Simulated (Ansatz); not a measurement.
# Ir: a tetragonal deformation path

One table from this session's results is given with a row withheld; the runs are named, their logs left out.

Program: Ansatz 0.2.0. Level of theory: DFT PBEsol, scalar-relativistic, plane waves, PAW. These are calculated values, not measurements.

## The starting structure

Symmetry: Fm-3m, No. 225, cubic system. The conventional cell has a = 3.839 Å, b = 3.839 Å, c = 3.839 Å, α = 90.00°, β = 90.00°, γ = 90.00°. Ir (site symmetry m-3m) is surrounded by 12 Ir at 2.71 Å.

As a file:

```cif
data_structure
_symmetry_space_group_name_H-M 'P 1'
_symmetry_Int_Tables_number 1
_cell_length_a 2.7149
_cell_length_b 2.7149
_cell_length_c 2.7149
_cell_angle_alpha 60.000
_cell_angle_beta 60.000
_cell_angle_gamma 60.000
_cell_volume 14.15
loop_
_atom_site_label
_atom_site_type_symbol
_atom_site_fract_x
_atom_site_fract_y
_atom_site_fract_z
_atom_site_occupancy
Ir1 Ir 0.00000 0.00000 0.00000 1
```

The cell is taken as given, not relaxed at this level.

The first run:

Input file input.yaml:

```yaml
crystal:
  lattice:
    - [0.0, 1.9197, 1.9197]
    - [1.9197, 0.0, 1.9197]
    - [1.9197, 1.9197, 0.0]
  atoms:
    - { symbol: Ir, position: [0.0, 0.0, 0.0] }
basis:
  ecutwfc: 420
kpoints:
  mp_grid: { grid: [24, 24, 24] }
hamiltonian:
  xc: pbesol
scf:
  occupations: { method: gaussian, width: 0.15 }
output:
  forces: true
  stress: true
  eigenvalues: true
  write_density: true
  write_potential: true
  elf: true
  volumetric_format: npy
```

Launch:

```console
$ ansatz run input.yaml --threads 1 --pin off --max-ram 2560MiB --backend cpu --events-out ev --progress --plain --runs-dir out
```

Steps of the session up to this table: The reference: the undisturbed cell on the scan's mesh; ρ = 0.707; Point ρ = 1.414; At ρ = 0.850; Point ρ = 1.200; Point ρ = 0.780; ρ = 1.300; At ρ = 0.920; Point ρ = 1.100; Point ρ = 0.650; Point ρ = 1.500; At ρ = 0.960; Point ρ = 1.050.

One of the session's tables, all rows but one given; the rest of the session is left out.

| ρ | ΔE (meV/atom) | pressure (GPa) |
| --- | --- | --- |
| 0.650 | 571.6 | 8.6 |
| 0.707 | 688.5 | 10.6 |
| 0.780 | 518.1 | 7.1 |
| 0.850 | 259.1 | 2.3 |
| 0.920 | 74.5 | -1.1 |
| 0.960 | 18.4 | -2.3 |
| 1.000 | 0.0 | -2.6 |
| 1.050 | 27.2 | -2.0 |
| 1.100 | 104.3 | -0.3 |
| 1.200 | 364.3 | 6.3 |
| 1.300 | ? | ? |
| 1.414 | 1150.4 | 31.2 |
| 1.500 | 1522.1 | 44.8 |

**Question.** Estimate the row for ρ = 1.300.

Worked estimate for «ΔE (meV/atom)». A straight line through the neighbours (1.200, 364.3) and (1.414, 1150.4) gives 364.3 + (1150.4 − 364.3) × (1.300 − 1.200) / (1.414 − 1.200) = 731.6; a parabola fitted to 4 rows on both sides gives 699.1.

The run gave: ΔE (meV/atom): 703.4; pressure (GPa): 16.3. In «ΔE (meV/atom)» the line misses by +28.2 and the parabola by -4.3.
